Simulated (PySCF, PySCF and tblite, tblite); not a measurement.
# C3H8GeO: a scan of pseudorotation, part 3 of 3

PySCF and tblite. Atoms count from 0.

### 15 Couplings, coordinate held at 71.8: B3LYP/pcseg-1+pcJ-1

The job: settings as JSON, then the geometry in Å.

```
{"job": {"kind": "j", "xc": "B3LYP", "basis": {"default": "pcseg-1", "H": "pcJ-1"}, "nuclei": ["H"], "every": 4, "pop": false}, "charge": 0, "multiplicity": 1}
C     -1.282569     0.124274     0.376722
C     -0.416072     1.193299    -0.298862
Ge     1.343031     0.282491    -0.340545
C      0.419046    -1.434018     0.106379
O     -0.947661    -1.155570    -0.104015
H     -2.344492     0.256496     0.160294
H     -1.135690     0.161148     1.467240
H     -0.779237     1.383167    -1.307913
H     -0.445223     2.126426     0.258185
H      2.319593     0.751880     0.705852
H      2.033557     0.332549    -1.673923
H      0.594331    -1.718554     1.154508
H      0.672654    -2.282312    -0.526880
```

Log:

```text
coarse grid: 47912 points
cycle   1  E = -2271.0499307163  dE = -1.438e-01  |g| = 5.824e-01  |ddm| = 3.218e+00
cycle   2  E = -2270.9256801803  dE =  1.243e-01  |g| = 9.629e-01  |ddm| = 1.649e+00
cycle   3  E = -2271.1213032628  dE = -1.956e-01  |g| = 9.121e-02  |ddm| = 1.153e+00
cycle   4  E = -2271.1225602415  dE = -1.257e-03  |g| = 4.356e-02  |ddm| = 1.114e-01
cycle   5  E = -2271.1230086052  dE = -4.484e-04  |g| = 9.711e-03  |ddm| = 4.604e-02
cycle   6  E = -2271.1230323055  dE = -2.370e-05  |g| = 2.155e-03  |ddm| = 1.115e-02
cycle   7  E = -2271.1230335841  dE = -1.279e-06  |g| = 3.441e-04  |ddm| = 2.843e-03
final grid: 100848 points
cycle   8  E = -2271.1230145838  dE = -1.962e-08  |g| = 4.228e-04  |ddm| = 1.467e-03
cycle   9  E = -2271.1230145538  dE =  2.999e-08  |g| = 5.595e-04  |ddm| = 7.810e-04
cycle  10  E = -2271.1230146257  dE = -7.192e-08  |g| = 4.397e-05  |ddm| = 4.488e-04
cycle  11  E = -2271.1230146261  dE = -3.720e-10  |g| = 9.739e-06  |ddm| = 4.804e-05
converged SCF energy = -2271.1230146261

Indirect spin-spin couplings (Hz)
  i      j    bonds     total        FC       PSO       DSO        SD
  5 H    6 H    2    -10.402   -10.340     1.700    -1.762         -
  5 H    7 H    3      9.276     8.776     0.059     0.441         -
  5 H    8 H    3      0.642     0.568     0.745    -0.671         -
  5 H    9 H    4     -1.689    -0.283     0.875    -2.282         -
  5 H   10 H    4      0.664     2.060     0.784    -2.180         -
  5 H   11 H    4     -1.099    -0.651     1.262    -1.710         -
  6 H    7 H    3     13.134    13.719     1.753    -2.338         -
  6 H    8 H    3      5.474     4.820     0.037     0.617         -
  6 H    9 H    4     -0.377    -0.022    -0.062    -0.292         -
  6 H   10 H    4     -2.529     0.120     0.770    -3.419         -
  6 H   11 H    4      0.973     0.108    -0.726     1.590         -
  6 H   12 H    4     -1.236    -0.674     1.355    -1.917         -
  7 H    8 H    2    -13.457   -14.003     2.119    -1.573         -
  7 H    9 H    3      3.572     6.416     0.813    -3.656         -
  7 H   10 H    3      3.743     3.893    -0.075    -0.075         -
  7 H   11 H    4     -1.192    -0.244     1.190    -2.138         -
  7 H   12 H    4     -0.390     0.196     0.677    -1.263         -
  8 H    9 H    3      2.138     2.448     0.034    -0.344         -
  8 H   10 H    3     -0.238     1.850     0.648    -2.736         -
  8 H   11 H    4     -0.899    -0.297     0.722    -1.324         -
  8 H   12 H    4     -1.622    -0.445     1.174    -2.351         -
  9 H   10 H    2     16.354    20.154     0.574    -4.374         -
  9 H   11 H    3      1.349     1.452    -0.079    -0.024         -
  9 H   12 H    3      1.260     3.396     0.662    -2.798         -
 10 H   11 H    3      4.902     7.700     0.787    -3.585         -
 10 H   12 H    3      1.377     1.745     0.048    -0.417         -
 11 H   12 H    2    -12.040   -12.470     1.863    -1.434         -
```

It took 8.5 s on 1 thread of AMD EPYC 9R45, shared host; peak memory 0.84 GiB.

Key values: HOMO -6.85 eV, LUMO 0.69 eV; dipole 1.11 D.

### 16 Couplings, coordinate held at 143.9: B3LYP/pcseg-1+pcJ-1

The job: settings as JSON, then the geometry in Å.

```
{"job": {"kind": "j", "xc": "B3LYP", "basis": {"default": "pcseg-1", "H": "pcJ-1"}, "nuclei": ["H"], "every": 4, "pop": false}, "charge": 0, "multiplicity": 1}
C     -1.272870     0.211812     0.503674
C     -0.423786     1.107034    -0.395664
Ge     1.364331     0.284930    -0.231071
C      0.428678    -1.443977     0.021806
O     -0.841708    -1.145104     0.565940
H     -2.316710     0.188547     0.172813
H     -1.254943     0.606408     1.530277
H     -0.757718     1.032606    -1.432328
H     -0.515868     2.143903    -0.085145
H      2.147436     0.757660     0.961940
H      2.238995     0.374113    -1.448062
H      0.917446    -2.147083     0.700290
H      0.304468    -1.954258    -0.945474
```

Log:

```text
coarse grid: 47912 points
cycle   1  E = -2271.0406924848  dE = -1.543e-01  |g| = 5.927e-01  |ddm| = 3.210e+00
cycle   2  E = -2270.9190939699  dE =  1.216e-01  |g| = 9.658e-01  |ddm| = 1.641e+00
cycle   3  E = -2271.1146429729  dE = -1.955e-01  |g| = 8.726e-02  |ddm| = 1.113e+00
cycle   4  E = -2271.1157638757  dE = -1.121e-03  |g| = 4.289e-02  |ddm| = 1.039e-01
cycle   5  E = -2271.1161970858  dE = -4.332e-04  |g| = 9.750e-03  |ddm| = 4.517e-02
cycle   6  E = -2271.1162209205  dE = -2.383e-05  |g| = 1.928e-03  |ddm| = 1.067e-02
cycle   7  E = -2271.1162219699  dE = -1.049e-06  |g| = 3.187e-04  |ddm| = 2.646e-03
final grid: 100848 points
cycle   8  E = -2271.1162314436  dE = -2.154e-08  |g| = 3.464e-04  |ddm| = 1.237e-03
cycle   9  E = -2271.1162314257  dE =  1.791e-08  |g| = 4.413e-04  |ddm| = 6.562e-04
cycle  10  E = -2271.1162314729  dE = -4.722e-08  |g| = 2.252e-05  |ddm| = 3.669e-04
cycle  11  E = -2271.1162314730  dE = -1.137e-10  |g| = 9.019e-06  |ddm| = 2.988e-05
converged SCF energy = -2271.1162314730

Indirect spin-spin couplings (Hz)
  i      j    bonds     total        FC       PSO       DSO        SD
  5 H    6 H    2    -10.423   -10.371     1.696    -1.749         -
  5 H    7 H    3     11.552    10.998    -0.049     0.603         -
  5 H    8 H    3      0.598     0.562     0.798    -0.763         -
  5 H    9 H    4     -1.748    -0.508     0.904    -2.144         -
  5 H   10 H    4     -0.353     1.203     0.766    -2.323         -
  5 H   11 H    4     -1.185    -0.606     1.484    -2.063         -
  5 H   12 H    4     -0.954    -0.786     0.732    -0.900         -
  6 H    7 H    3     14.307    14.869     1.713    -2.274         -
  6 H    8 H    3      7.321     6.627    -0.066     0.760         -
  6 H   10 H    4     -2.834    -0.265     0.723    -3.291         -
  6 H   11 H    4     -0.844    -0.595     0.787    -1.036         -
  6 H   12 H    4     -0.311     0.351     1.503    -2.165         -
  7 H    8 H    2    -13.660   -14.236     2.093    -1.517         -
  7 H    9 H    3      5.809     8.940     0.896    -4.027         -
  7 H   10 H    3      1.882     2.272    -0.011    -0.379         -
  7 H   11 H    4     -0.966    -0.037     1.091    -2.020         -
  7 H   12 H    4      0.761     0.417    -0.194     0.538         -
  8 H    9 H    3      1.240     1.733     0.127    -0.619         -
  8 H   10 H    3     -1.955    -0.182     0.546    -2.319         -
  8 H   11 H    4     -0.918     0.196     1.086    -2.201         -
  8 H   12 H    4     -1.246    -0.318     1.078    -2.006         -
  9 H   10 H    2     17.506    21.463     0.587    -4.544         -
  9 H   11 H    3      1.642     2.078     0.080    -0.517         -
  9 H   12 H    3      6.899     9.937     0.866    -3.904         -
 10 H   11 H    3     -0.610     1.245     0.557    -2.413         -
 10 H   12 H    3      0.424     0.712    -0.029    -0.259         -
 11 H   12 H    2    -12.327   -12.833     1.823    -1.316         -
```

Run time: 9.1 s. Hardware: 1 thread of AMD EPYC 9R45, shared host; peak memory 0.84 GiB.

Key values: HOMO -6.66 eV, LUMO 0.62 eV; dipole 1.46 D.

### 17 Couplings, coordinate held at 216.5: B3LYP/pcseg-1+pcJ-1

The job: settings as JSON, then the geometry in Å.

```
{"job": {"kind": "j", "xc": "B3LYP", "basis": {"default": "pcseg-1", "H": "pcJ-1"}, "nuclei": ["H"], "every": 4, "pop": false}, "charge": 0, "multiplicity": 1}
C     -1.284413     0.151863     0.427665
C     -0.366964     1.167218    -0.280963
Ge     1.385657     0.242259    -0.324385
C      0.414786    -1.429335     0.135446
O     -0.574599    -0.925659     1.005629
H     -2.008365    -0.252886    -0.296389
H     -1.836207     0.605463     1.251415
H     -0.736864     1.387536    -1.281091
H     -0.336054     2.104999     0.270605
H      2.312253     0.698242     0.764389
H      2.108343     0.315632    -1.644454
H      0.968339    -2.180693     0.694120
H     -0.038509    -1.907535    -0.743621
```

Log:

```text
coarse grid: 47912 points
cycle   1  E = -2271.0471946960  dE = -1.490e-01  |g| = 5.818e-01  |ddm| = 3.223e+00
cycle   2  E = -2270.9207206660  dE =  1.265e-01  |g| = 9.688e-01  |ddm| = 1.699e+00
cycle   3  E = -2271.1183801442  dE = -1.977e-01  |g| = 9.582e-02  |ddm| = 1.191e+00
cycle   4  E = -2271.1197877416  dE = -1.408e-03  |g| = 4.509e-02  |ddm| = 1.188e-01
cycle   5  E = -2271.1202713941  dE = -4.837e-04  |g| = 9.918e-03  |ddm| = 4.776e-02
cycle   6  E = -2271.1202957410  dE = -2.435e-05  |g| = 2.218e-03  |ddm| = 1.143e-02
cycle   7  E = -2271.1202970829  dE = -1.342e-06  |g| = 3.580e-04  |ddm| = 2.828e-03
final grid: 100848 points
cycle   8  E = -2271.1202828470  dE = -5.602e-08  |g| = 4.246e-04  |ddm| = 2.106e-03
cycle   9  E = -2271.1202828236  dE =  2.338e-08  |g| = 5.271e-04  |ddm| = 7.868e-04
cycle  10  E = -2271.1202828911  dE = -6.755e-08  |g| = 1.609e-05  |ddm| = 4.398e-04
cycle  11  E = -2271.1202828912  dE = -8.731e-11  |g| = 4.524e-06  |ddm| = 2.504e-05
converged SCF energy = -2271.1202828912

Indirect spin-spin couplings (Hz)
  i      j    bonds     total        FC       PSO       DSO        SD
  5 H    6 H    2    -10.659   -10.540     1.717    -1.836         -
  5 H    7 H    3     11.725    10.940    -0.311     1.097         -
  5 H    8 H    3      6.738     7.139     1.434    -1.835         -
  5 H    9 H    4     -1.929    -0.141     0.930    -2.718         -
  5 H   10 H    4     -1.636    -0.383     0.467    -1.720         -
  5 H   11 H    4     -1.110    -0.624     1.281    -1.767         -
  5 H   12 H    4      1.011     0.238    -0.676     1.449         -
  6 H    7 H    3      3.155     3.420     1.221    -1.486         -
  6 H    8 H    3     12.899    12.230    -0.206     0.875         -
  6 H    9 H    4     -0.469     0.179     0.461    -1.109         -
  6 H   10 H    4     -1.633     0.280     0.861    -2.775         -
  6 H   11 H    4     -0.378     0.178     1.431    -1.987         -
  6 H   12 H    4     -1.216    -0.705     1.368    -1.880         -
  7 H    8 H    2    -14.055   -14.650     2.092    -1.497         -
  7 H    9 H    3      4.688     7.449     0.839    -3.600         -
  7 H   10 H    3      2.562     2.799    -0.034    -0.202         -
  7 H   11 H    4     -1.327    -0.268     1.110    -2.169         -
  8 H    9 H    3      4.358     4.494    -0.036    -0.100         -
  8 H   10 H    3     -0.817     1.259     0.603    -2.678         -
  8 H   11 H    4     -0.402     0.667     1.046    -2.115         -
  8 H   12 H    4     -1.024    -0.160     1.137    -2.001         -
  9 H   10 H    2     18.427    22.407     0.583    -4.564         -
  9 H   11 H    3      0.573     1.018     0.129    -0.574         -
  9 H   12 H    3      5.732     8.735     0.924    -3.927         -
 10 H   11 H    3     -1.336     0.531     0.539    -2.406         -
 10 H   12 H    3     -1.424    -0.752     0.085    -0.757         -
 11 H   12 H    2    -11.598   -12.011     1.868    -1.455         -
```

Wall time 9.7 s (1 thread of AMD EPYC 9R45, shared host); peak memory 0.84 GiB.

In short: HOMO -6.75 eV, LUMO 0.63 eV; dipole 1.24 D.

### 18 Couplings, coordinate held at 287.5: B3LYP/pcseg-1+pcJ-1

The job: settings as JSON, then the geometry in Å.

```
{"job": {"kind": "j", "xc": "B3LYP", "basis": {"default": "pcseg-1", "H": "pcJ-1"}, "nuclei": ["H"], "every": 4, "pop": false}, "charge": 0, "multiplicity": 1}
C     -1.355420     0.146116     0.085949
C     -0.295289     1.245422     0.050986
Ge     1.272770     0.192973    -0.524357
C      0.466195    -1.376949     0.393179
O     -0.882520    -1.046121     0.681604
H     -1.684542    -0.067605    -0.944673
H     -2.231725     0.431636     0.672542
H     -0.608181     2.051587    -0.606933
H     -0.136236     1.653479     1.049133
H      2.606519     0.632348     0.007862
H      1.382403     0.030731    -2.015933
H      0.966376    -1.601552     1.340720
H      0.489217    -2.290653    -0.214605
```

Log:

```text
coarse grid: 47912 points
cycle   1  E = -2271.0441186521  dE = -1.488e-01  |g| = 5.897e-01  |ddm| = 3.209e+00
cycle   2  E = -2270.9259103149  dE =  1.182e-01  |g| = 9.551e-01  |ddm| = 1.630e+00
cycle   3  E = -2271.1174862727  dE = -1.916e-01  |g| = 8.588e-02  |ddm| = 1.107e+00
cycle   4  E = -2271.1185650774  dE = -1.079e-03  |g| = 4.220e-02  |ddm| = 1.038e-01
cycle   5  E = -2271.1189830595  dE = -4.180e-04  |g| = 9.509e-03  |ddm| = 4.438e-02
cycle   6  E = -2271.1190057218  dE = -2.266e-05  |g| = 1.928e-03  |ddm| = 1.053e-02
cycle   7  E = -2271.1190067756  dE = -1.054e-06  |g| = 3.068e-04  |ddm| = 2.685e-03
final grid: 100848 points
cycle   8  E = -2271.1189647961  dE = -4.156e-08  |g| = 3.687e-04  |ddm| = 1.817e-03
cycle   9  E = -2271.1189647744  dE =  2.163e-08  |g| = 4.814e-04  |ddm| = 6.794e-04
cycle  10  E = -2271.1189648281  dE = -5.365e-08  |g| = 3.823e-05  |ddm| = 3.872e-04
cycle  11  E = -2271.1189648284  dE = -2.697e-10  |g| = 1.101e-05  |ddm| = 4.422e-05
converged SCF energy = -2271.1189648284

Indirect spin-spin couplings (Hz)
  i      j    bonds     total        FC       PSO       DSO        SD
  5 H    6 H    2    -10.634   -10.611     1.688    -1.711         -
  5 H    7 H    3      4.810     4.155     0.070     0.585         -
  5 H    8 H    3     14.735    15.331     1.781    -2.377         -
  5 H    9 H    4     -2.565     0.311     0.689    -3.566         -
  5 H   10 H    4      0.195    -0.103    -0.330     0.627         -
  5 H   11 H    4     -1.142    -0.466     1.471    -2.147         -
  5 H   12 H    4      0.225     0.068     0.224    -0.068         -
  6 H    7 H    3      0.923     0.792     0.663    -0.533         -
  6 H    8 H    3      8.686     8.237     0.131     0.318         -
  6 H    9 H    4      1.046     2.688     0.822    -2.464         -
  6 H   10 H    4     -1.743    -0.589     0.873    -2.026         -
  6 H   11 H    4     -0.999    -0.580     1.174    -1.593         -
  6 H   12 H    4     -1.362    -0.811     1.423    -1.975         -
  7 H    8 H    2    -13.342   -13.883     2.112    -1.571         -
  7 H    9 H    3     -1.930    -0.078     0.559    -2.411         -
  7 H   10 H    3      1.148     1.605     0.116    -0.574         -
  7 H   11 H    4     -1.519    -0.473     1.114    -2.160         -
  7 H   12 H    4     -1.192    -0.167     1.014    -2.039         -
  8 H    9 H    3      1.539     2.006     0.017    -0.483         -
  8 H   10 H    3      5.355     8.432     0.901    -3.978         -
  8 H   11 H    4      0.294     0.241     0.090    -0.037         -
  8 H   12 H    4     -1.098    -0.156     1.141    -2.083         -
  9 H   10 H    2     17.366    21.285     0.582    -4.501         -
  9 H   11 H    3      1.642     1.869    -0.032    -0.195         -
  9 H   12 H    3      1.031     3.149     0.618    -2.735         -
 10 H   11 H    3      5.680     8.421     0.816    -3.557         -
 10 H   12 H    3      2.884     3.050    -0.029    -0.138         -
 11 H   12 H    2    -12.632   -13.129     1.839    -1.342         -
```

Wall time 9.3 s (1 thread of AMD EPYC 9R45, shared host); peak memory 0.85 GiB.

In short: HOMO -6.89 eV, LUMO 0.61 eV; dipole 1.35 D.

### 19 The scan in numbers

The job: settings as JSON, then the geometry in Å.

```
{"job": {"smiles": "C1[CH2][GeH2][CH2]O1", "charge": 0, "mult": 1, "motion": "pseudorotation", "what": "5-membered ring", "atoms": [0, 1, 2, 3, 4], "ring": [0, 1, 2, 3, 4], "study": "scan", "drives": [{"terms": [["phase", [0, 1, 2, 3, 4], 1]], "values": [0, 18, 36, 54, 72, 90, 108, 126, 144, 162, 180, 198, 216, 234, 252, 270, 288, 306, 324, 342], "periodic": true}], "seed": 11, "jobs": [{"kind": "nmr", "xc": "PBE0", "basis": "pcSseg-1", "every": 2}, {"kind": "j", "xc": "B3LYP", "basis": {"default": "pcseg-1", "H": "pcJ-1"}, "nuclei": ["H"], "every": 4}], "xc": "PBE0", "basis": "pcSseg-1", "kind": "scan"}, "charge": 0, "multiplicity": 1}
C     -1.297646     0.105562     0.344894
C     -0.408800     1.199774    -0.260585
Ge     1.342874     0.275821    -0.362687
C      0.426456    -1.428758     0.135712
O     -0.929660    -1.162572    -0.143268
H     -2.348274     0.235938     0.080034
H     -1.204820     0.118711     1.441747
H     -0.766520     1.463255    -1.255121
H     -0.422482     2.095500     0.355473
H      2.374629     0.759486     0.622648
H      1.961262     0.303433    -1.731658
H      0.561906    -1.661425     1.202055
H      0.706686    -2.304239    -0.446971
```

Log:

```text
coordinate    xTB      DFT (kcal/mol)
     0.20    4.283    4.298
    18.40    3.199        -
    36.50    1.627    1.793
    54.30    0.231        -
    71.80    0.000    0.014
    89.40    1.317        -
   107.50    3.082    2.575
   125.70    4.247        -
   143.90    4.762    4.399
   162.10    4.773        -
   180.20    4.284    4.311
   198.40    3.197        -
   216.50    1.627    1.795
   234.30    0.230        -
   251.80    0.001    0.000
   269.40    1.317        -
   287.50    3.082    2.579
   305.70    4.247        -
   323.90    4.763    4.405
   342.10    4.773        -
```

It took 2.1 min on 1 thread of AMD EPYC 9R45, shared host; peak memory 0.85 GiB. This counts the whole study up to here.

Shieldings (ppm) of atoms that vary much, hydrogens weighed ten times:

```csv
coordinate (°),DFT energy (kcal/mol),O4,H6,H5,Ge2,H11
0.2,4.30,296.3,27.37,27.56,1481,28.19
36.5,1.79,276.4,28.19,27.32,1481,28.63
71.8,0.01,278.9,28.74,27.26,1475,28.28
107.5,2.58,297.8,28.16,27.22,1468,27.70
143.9,4.40,304.4,27.73,27.17,1470,27.48
180.2,4.31,296.5,27.57,27.37,1481,27.38
216.5,1.79,276.4,27.32,28.19,1481,27.36
251.8,0.00,279.1,27.26,28.73,1475,27.43
287.5,2.58,297.7,27.22,28.15,1468,27.78
323.9,4.41,304.5,27.17,27.73,1470,27.90
```

Couplings (Hz) that vary most among those listed at every point:

```csv
coordinate (°),H5–H8,H6–H7,H9–H12,H8–H10,H6–H8,H7–H9
0.2,11.1,1.2,-1.5,6.2,13.4,-1.9
71.8,0.6,13.1,1.3,-0.2,5.5,3.6
143.9,0.6,14.3,6.9,-2.0,7.3,5.8
216.5,6.7,3.2,5.7,-0.8,12.9,4.7
287.5,14.7,0.9,1.0,5.4,8.7,-1.9
```

### 20 Outcome

What follows sums up all 3 parts.

| quantity | value |
| --- | --- |
| energy range along the scan | DFT 4.41, xTB 4.77 kcal/mol |
| range of σ(O4) | 276.4 to 304.5 ppm |

What this shows: The coupling H5–H8 swings from 0.6 to 14.7 Hz along the coordinate. The DFT energy changes by 4.41 kcal/mol over the points computed, against kT of 0.59 kcal/mol at 298 K.
